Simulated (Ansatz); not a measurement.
# NiO: the cost of one run

Computed with Ansatz 0.2.0 (DFT PBE+U, PAW, plane waves, scalar-relativistic; U − J = 6.2 eV on Ni d, unless a step's input says otherwise).

### 1 The starting structure

Symmetry: Fm-3m, No. 225, cubic system. Conventional cell: a = 4.179 Å, b = 4.179 Å, c = 4.179 Å, α = 90.00°, β = 90.00°, γ = 90.00°. O (site symmetry m-3m) has 6 Ni at 2.09 Å as nearest neighbours. Around Ni (site symmetry m-3m) lie 6 O at 2.09 Å.

Coordinates:

```xyz
4
Lattice="-2.0893 -2.0893 -4.1786 2.0893 -2.0893 0.0000 -2.0893 -2.0893 0.0000" Properties=species:S:1:pos:R:3 pbc="T T T"
O     0.0000   -2.0893    0.0000
O    -2.0893   -2.0893   -2.0893
Ni    0.0000    0.0000    0.0000
Ni    0.0000   -2.0893   -2.0893
```

Labels such as Ni4 number the atoms in the order of the input file.

Known so far: 9 plain starts ended in 3 states. The lowest came from “parallel moments scaled by 0.03, plain SCF [Ni3 0.06, Ni4 0.06 μB]”: ferromagnetic, site moments O1 0.20, O2 0.20, Ni3 1.72, Ni4 1.72 μB, total 4.00 μB per cell, a gap of 2.23 eV on the k-mesh, free energy -12809.3627 eV.

Runs to come: parallel moments, default search for lower states; opposed moments +-, default search for lower states; whole orbital fillings typed, symmetry off, plain SCF; the moments typed in its input, symmetry off, plain SCF; the moments typed in its input, standard search for lower states.

“Plain SCF” means no search for lower states. The default search lets the program follow hints of a lower state (another filling of open shells, a soft direction), where it sees any. The standard and full searches may also try other magnetic orders and fillings, and need not reach the lowest state. With a search on, the program may also reshape the start on open shells. 

Site moments are integrals over atomic spheres and don't add up to the total.

### 2 Parallel moments, default search for lower states

File input.yaml:

```yaml
crystal:
  lattice:
    - [-2.0893, -2.0893, -4.1786]
    - [2.0893, -2.0893, 0.0]
    - [-2.0893, -2.0893, 0.0]
  atoms:
    - { symbol: O, position: [0.0, 0.5, 0.5] }
    - { symbol: O, position: [0.5, 0.0, 0.5] }
    - { symbol: Ni, position: [0.0, 0.0, 0.0], spin: 2.0 }
    - { symbol: Ni, position: [0.5, 0.5, 0.0], spin: 2.0 }
magnetization:
  spin_polarized: true
hamiltonian:
  xc: pbe
  pseudopotentials: { kind: paw }
  hubbard: { sites: [{ species: Ni, l: d, u_eff: 6.2 }] }
basis:
  ecutwfc: 420
kpoints:
  mp_grid: { grid: [6, 8, 9] }
scf:
  occupations: { method: fermi_dirac, width: 0.05 }
output:
  forces: true
  stress: true
```

What time and memory should one allow on 2 threads of an x86-64 CPU, shared host?

About 9.1 s, with a peak of 0.88 GiB.
